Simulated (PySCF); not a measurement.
# C8H6BF3Se (SMILES CC#CB1C=CC=C(C(F)(F)F)[Se]1) at 5 levels

Wanted: a comparison of 5 runs (HF/STO-3G, HF/6-311G, revPBE0-D4/cc-pVDZ-PP, revPBE0/cc-pVDZ-PP, B3LYP5/pcSseg-1) of C8H6BF3Se. The job is set up through a Python script.

The results are computed with PySCF 2.14.0.

1 further run of the same task is left out (set aside as unsound or not needed).

## Step 1: The structure to begin with

The species is C8H6BF3Se (19 atoms), meant as a singlet with charge 0. As SMILES, `CC#CB1C=CC=C(C(F)(F)F)[Se]1`. The shape comes from GFN2-xTB, which is rough for such elements, and wasn't checked as a minimum.

Some bond lengths: C1–C2 1.443 Å, C2–C3 1.209 Å, C3–B4 1.501 Å, B4–C5 1.523 Å, C5–C6 1.360 Å, C6–C7 1.419 Å, C7–C8 1.357 Å, C8–C9 1.497 Å, C9–F10 1.342 Å, C9–F11 1.348 Å, C9–F12 1.342 Å, B4–Se13 1.927 Å, C8–Se13 1.864 Å, C1–H14 1.090 Å, C1–H15 1.090 Å, C1–H16 1.090 Å. Some angles: C1–C2–C3 179.8°, C2–C3–B4 179.1°, C3–B4–C5 122.2°, C3–B4–Se13 118.5°, C5–B4–Se13 119.3°, B4–C5–C6 125.5°, C5–C6–C7 125.0°, C6–C7–C8 125.4°, C7–C8–C9 118.9°, C7–C8–Se13 126.5°.

## Step 2: The energy at HF/STO-3G (sfX2C, SMD chlorobenzene) (run 1)

input.py reads:

```python
from pyscf import gto, scf, solvent

mol = gto.M(
    atom=[
    ('C', (-4.691370, 0.539980, 0.007390)),
    ('C', (-3.265670, 0.318170, -0.005360)),
    ('C', (-2.071410, 0.132400, -0.011400)),
    ('B', (-0.592080, -0.120970, -0.016380)),
    ('C', (-0.009070, -1.527790, -0.007130)),
    ('C', (1.316260, -1.833670, -0.003080)),
    ('C', (2.371230, -0.884390, -0.009600)),
    ('C', (2.215590, 0.463920, -0.031270)),
    ('C', (3.433200, 1.334320, 0.000980)),
    ('F', (4.453100, 0.840000, -0.718430)),
    ('F', (3.908390, 1.497310, 1.251970)),
    ('F', (3.194080, 2.567540, -0.470330)),
    ('Se', (0.600050, 1.392940, -0.033100)),
    ('H', (-4.930800, 1.477850, -0.493630)),
    ('H', (-5.044170, 0.591640, 1.037610)),
    ('H', (-5.204180, -0.277700, -0.499210)),
    ('H', (-0.692390, -2.369090, -0.000920)),
    ('H', (1.626540, -2.871230, 0.006930)),
    ('H', (3.382720, -1.271230, -0.005040)),
],
    max_memory=9920,
    basis='sto-3g',
    cart=True,
    charge=0,
    verbose=3,
)

myscf = scf.RHF(mol)
myscf = myscf.x2c()
myscf = myscf.SMD()
myscf.with_solvent.solvent = 'chlorobenzene'
myscf.kernel()

energy = myscf.e_tot
print(f'total energy: {energy:.8f} hartree')
```

Launch:

```bash
$ OMP_NUM_THREADS=8 python input.py
```

What it wrote:

```text
converged SCF energy = -3017.02592849312
total energy: -3017.02592849 hartree
```

It took 24 s on 8 threads of Intel Xeon 6975P-C (Granite Rapids), shared host; peak memory 2.6 GiB.

## Step 3: A single-point energy at HF/6-311G (sfX2C, Cartesian functions, SMD chlorobenzene) (run 2)

run.py reads:

```python
from pyscf import gto, scf, solvent

mol = gto.M(
    atom=[
    ('C', (-4.691370, 0.539980, 0.007390)),
    ('C', (-3.265670, 0.318170, -0.005360)),
    ('C', (-2.071410, 0.132400, -0.011400)),
    ('B', (-0.592080, -0.120970, -0.016380)),
    ('C', (-0.009070, -1.527790, -0.007130)),
    ('C', (1.316260, -1.833670, -0.003080)),
    ('C', (2.371230, -0.884390, -0.009600)),
    ('C', (2.215590, 0.463920, -0.031270)),
    ('C', (3.433200, 1.334320, 0.000980)),
    ('F', (4.453100, 0.840000, -0.718430)),
    ('F', (3.908390, 1.497310, 1.251970)),
    ('F', (3.194080, 2.567540, -0.470330)),
    ('Se', (0.600050, 1.392940, -0.033100)),
    ('H', (-4.930800, 1.477850, -0.493630)),
    ('H', (-5.044170, 0.591640, 1.037610)),
    ('H', (-5.204180, -0.277700, -0.499210)),
    ('H', (-0.692390, -2.369090, -0.000920)),
    ('H', (1.626540, -2.871230, 0.006930)),
    ('H', (3.382720, -1.271230, -0.005040)),
],
    verbose=3,
    cart=True,
    basis='6-311g',
    max_memory=9920,
)

calc0 = scf.RHF(mol)
calc0 = calc0.x2c()
calc0 = calc0.SMD()
calc0.with_solvent.solvent = 'chlorobenzene'
calc0.conv_tol = 1e-07
calc0.kernel()

e_final = calc0.e_tot
print('E(%s) = %.9f' % ('HF', e_final))
```

Launch:

```bash
$ OMP_NUM_THREADS=8 python run.py
```

What it wrote:

```text
converged SCF energy = -3054.61646476239
E(HF) = -3054.616464762
```

It took 49 s on 8 threads of Intel Xeon 6975P-C (Granite Rapids), shared host; peak memory 4.5 GiB.

## Step 4: The stability of the SCF solution at revPBE0-D4/cc-pVDZ-PP (density fitting with def2-universal-jkfit, core potential) (run 3)

run.py reads:

```python
# CC#CB1C=CC=C(C(F)(F)F)[Se]1
from pyscf import gto, dft

system = gto.M(
    atom='''
C     -8.865404     1.020414     0.013965
C     -6.171222     0.601254    -0.010129
C     -3.914398     0.250200    -0.021543
B     -1.118869    -0.228600    -0.030954
C     -0.017140    -2.887105    -0.013474
C      2.487371    -3.465134    -0.005820
C      4.480975    -1.671255    -0.018141
C      4.186858     0.876682    -0.059092
C      6.487808     2.521499     0.001852
F      8.415139     1.587370    -1.357636
F      7.385787     2.829506     2.365880
F      6.035936     4.851947    -0.888795
Se     1.133930     2.632275    -0.062550
H     -9.317862     2.792732    -0.932826
H     -9.532100     1.118038     1.960799
H     -9.834475    -0.524777    -0.943370
H     -1.308427    -4.476931    -0.001739
H      3.073715    -5.425838     0.013096
H      6.392414    -2.402277    -0.009524
''',
    ecp={'Se': 'cc-pvdz-pp'},
    verbose=4,
    basis={'default': 'cc-pvdz-pp', 'C': 'cc-pvdz', 'B': 'cc-pvdz', 'F': 'cc-pvdz', 'H': 'cc-pvdz'},
    charge=0,
    unit='bohr',
    max_memory=9920,
)

calc0 = dft.RKS(system)
calc0.xc = 'revpbe0'
calc0 = calc0.density_fit(auxbasis='def2-universal-jkfit')
calc0.disp = 'd4'
calc0.kernel()

e_final = calc0.e_tot
print('E(%s) = %.9f' % ('REVPBE0', e_final))
mo_i, mo_e, stable_i, stable_e = calc0.stability(internal=True, external=True, return_status=True)
print('stable: internal', stable_i, 'external', stable_e)
```

Launch:

```bash
$ OMP_NUM_THREADS=8 python run.py
```

What it wrote:

```text
PySCF version 2.14.0

[... 100 lines left out ...]
converged SCF energy = -1005.8089903469
[... 7 lines left out ...]
stable: internal True external True
```

It took 2.6 min on 8 threads of Intel Xeon 6975P-C (Granite Rapids), shared host; peak memory 1.3 GiB.

Run 4 isn't shown in full; the table further down has it.

## Step 5: Localised orbitals at B3LYP5/pcSseg-1 (IEF-PCM methanol) (run 5)

run.py reads:

```python
import numpy
from pyscf import gto, dft, lo, solvent

molecule = gto.Mole()
molecule.atom = '''
C     -8.865404     1.020414     0.013965
C     -6.171222     0.601254    -0.010129
C     -3.914398     0.250200    -0.021543
B     -1.118869    -0.228600    -0.030954
C     -0.017140    -2.887105    -0.013474
C      2.487371    -3.465134    -0.005820
C      4.480975    -1.671255    -0.018141
C      4.186858     0.876682    -0.059092
C      6.487808     2.521499     0.001852
F      8.415139     1.587370    -1.357636
F      7.385787     2.829506     2.365880
F      6.035936     4.851947    -0.888795
Se     1.133930     2.632275    -0.062550
H     -9.317862     2.792732    -0.932826
H     -9.532100     1.118038     1.960799
H     -9.834475    -0.524777    -0.943370
H     -1.308427    -4.476931    -0.001739
H      3.073715    -5.425838     0.013096
H      6.392414    -2.402277    -0.009524
'''
molecule.unit = 'bohr'
molecule.verbose = 3
molecule.charge = 0
molecule.max_memory = 9920
molecule.basis = 'pcsseg-1'
molecule.build()

ks = dft.RKS(molecule, xc='b3lyp5')
ks = ks.PCM()
ks.with_solvent.method = 'IEF-PCM'
ks.with_solvent.eps = 32.613  # methanol
ks.kernel()

energy = ks.e_tot
print(f'total energy: {energy:.8f} hartree')
occ = ks.mo_coeff[:, 21:molecule.nelec[0]]
loc = lo.Boys(molecule, occ).kernel()
r1 = numpy.einsum('xij,ip,jp->px', molecule.intor('int1e_r'), loc, loc)
spread = numpy.einsum('ij,ip,jp->p', molecule.intor('int1e_r2'), loc, loc) - (r1 ** 2).sum(1)
centres = r1 * 0.529177
print('orbital  centre (A)  spread (bohr^2)')
for i, (c, s) in enumerate(zip(centres, spread), 1):
    print('%3d %9.4f %9.4f %9.4f %9.4f' % (i, *c, s))
```

Launch:

```bash
$ OMP_NUM_THREADS=8 python run.py
```

What it wrote:

```text
WARN: PCM is an experimental feature. It is still in testing.
Features and APIs may be changed in the future.

converged SCF energy = -3033.66687820418
total energy: -3033.66687820 hartree
orbital  centre (A)  spread (bohr^2)
  1    0.5930    1.3936   -0.0295    0.5141
  2    0.6077    1.3923   -0.0307    0.5217
  3    0.5913    1.3978   -0.0418    0.5461
  4    0.6005    1.3898   -0.0013    0.7378
  5    0.6086    1.3979   -0.0439    0.5682
  6    3.2704    2.1427   -0.3098    1.4714
  7    4.0958    1.0022   -0.4741    1.4871
  8    3.7375    1.4357    0.8259    1.5002
  9    2.2202   -0.2092    0.2784    4.0660
 10    2.8140    0.9094   -0.0212    2.1786
 11   -3.9577    0.4252   -0.0013    2.2793
 12   -0.7323    0.4760    0.0065    4.6048
 13   -0.4674   -2.0818   -0.0033    2.4573
 14   -2.6084    0.5583   -0.0120    3.4722
 15    1.8432   -1.3428   -0.0043    2.2524
 16    4.3553    0.8544   -0.9621    1.3945
 17    4.4763    0.5950   -0.6145    1.4058
 18    1.5273   -2.5238    0.0035    2.3485
 19    3.0345   -1.1286   -0.0059    2.4379
 20    0.5814    1.8910    0.0374    4.1108
 21    3.4134    2.6897   -0.3872    1.4249
 22    4.6368    1.0173   -0.6507    1.4437
 23    4.1125    1.6542    1.1944    1.4607
 24    1.4950    0.8864   -0.0164    3.3394
 25   -5.0015    0.0015   -0.3247    2.6644
 26    3.7011    1.6077    1.3727    1.3945
 27   -4.8225    1.1495   -0.3210    2.6657
 28   -4.8900    0.5690    0.6784    2.7313
 29    2.9641    2.6271   -0.3453    1.4144
 30    3.9644    1.2474    1.3178    1.3983
 31    0.6363   -1.5715    0.2828    4.3229
 32   -0.2521   -0.9056   -0.0094    2.6890
 33    2.2163   -0.2160   -0.3272    4.1391
 34   -0.6604    0.3151   -0.0048    6.1136
 35   -2.6175    0.0352   -0.2977    3.9726
 36   -2.6122    0.0417    0.2827    3.9826
 37    0.5607    1.0498   -0.1755    8.1286
 38    0.6376   -1.5746   -0.2975    4.3417
 39    3.1736    2.5167   -0.7266    1.4067
```

It took 45 s on 8 threads of Intel Xeon 6975P-C (Granite Rapids), shared host; peak memory 7.1 GiB.

## Step 6: The series

| run | level | SCF convergence threshold | task | energy (Eh) | dipole moment (D) | HOMO energy (eV) | LUMO energy (eV) | wall time |
| --- | --- | --- | --- | --- | --- | --- | --- | --- |
| 1 | HF/STO-3G (sfX2C, SMD chlorobenzene) | 1e-09 | energy | -3017.025928 | 2.85 | -6.91 | 4.29 | 24 s |
| 2 | HF/6-311G (sfX2C, Cartesian functions, SMD chlorobenzene) | 1e-07 | energy | -3054.616465 | 5.54 | -8.85 | 1.04 | 49 s |
| 3 | revPBE0-D4/cc-pVDZ-PP (density fitting with def2-universal-jkfit, core potential) | 1e-09 | stability | -1005.808990 | 3.17 | -6.80 | -2.14 | 2.6 min |
| 4 | revPBE0/cc-pVDZ-PP (density fitting with def2-universal-jkfit, core potential) | 1e-09 | stability | -1005.756532 | 3.17 | -6.80 | -2.14 | 2.8 min |
| 5 | B3LYP5/pcSseg-1 (IEF-PCM methanol) | 1e-09 | localise | -3033.666878 | 3.99 | -6.68 | -2.38 | 45 s |

## Step 7: Results

```
                         quantity           value
              run 5: total energy  -3033.66688 Eh
             run 5: dipole moment          3.99 D
               run 5: HOMO energy        -6.68 eV
               run 5: LUMO energy        -2.38 eV
             run 5: HOMO–LUMO gap         4.30 eV
run 5: solvent term in the energy    -21.2 kJ/mol
```

What this shows: The dipole moment (its size) runs from 2.85 D (HF/STO-3G) to 5.54 D (HF/6-311G). The HOMO–LUMO gap runs from 4.30 eV (B3LYP5/pcSseg-1) to 11.20 eV (HF/STO-3G). The two ends differ in method and basis and solvent and Hamiltonian. Totals of different functionals can't be ranked against each other. Some runs of one species differ in core potentials or relativity; totals across that change don't compare. In run 1 the basis is minimal, so the values are rough. All runs together took 7.3 min, the longest 2.8 min.
